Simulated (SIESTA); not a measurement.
## GaGe3 under changes of volume

One of the cells (19.524 Å³/atom); the others are scaled copies at fixed shape and fractional positions:

```xyz
8
Lattice="5.9850 0.0000 0.0000 -2.9925 5.1832 0.0000 0.0000 0.0000 5.0350" Properties=species:S:1:pos:R:3 pbc="T T T"
Ge    0.0000    1.6955    1.2587
Ge   -1.5241    4.3354    1.2587
Ge    1.5241    4.3354    1.2587
Ge    2.9925    3.4877    3.7762
Ge    4.5167    0.8478    3.7762
Ge    1.4684    0.8478    3.7762
Ga    0.0000    3.4555    3.7762
Ga    2.9925    1.7277    1.2587
```

The cell comes from a database or a generator and needn't be the stable form of this composition.

```yaml
Program: SIESTA 5.4.2
Functional: LDA
Potentials_or_basis: PseudoDojo 0.4 standard (LDA files)
Basis: DZP (energy shift 0.003 Ry; two zetas on semicore shells)
Grid_cutoff: 800 Ry
Energy_shift: 0.003 Ry
k_mesh: 4 × 4 × 4
Occupations: fermi-dirac, width 0.05 eV
Spin: no spin polarisation
```

```csv
volume (Å³/atom),energy over the lowest point (meV/atom),pressure (GPa),largest force (eV/Å)
18.353,0.00,-1.3,0.228
18.743,4.69,-2.6,0.195
19.134,12.47,-3.8,0.167
19.524,?,?,?
19.915,35.92,-5.6,0.122
20.305,50.82,-6.4,0.104
20.695,67.39,-7.0,0.086
```

What does the run at 19.524 Å³/atom give?

Energy over the lowest point 23.00 meV/atom; pressure -4.8 GPa; largest force 0.143 eV/Å.

Worked out: A Birch-Murnaghan fit of order 3 (a polynomial in V^(-2/3)) to the other rows has its minimum at 18.06 Å³/atom, just outside them, with B0 = V·E''(V) = 77 GPa and B' = 5.7 at fixed shape and positions, which overstates the stiffness. It gives 23.02 meV/atom at 19.524 Å³/atom, against the run's 23.00, and -dE/dV = -4.8 GPa, against -4.8.

Energies are extrapolated to zero smearing.

Caveats: the basis of atomic orbitals isn't converged, which shifts pressures, moduli and gaps.
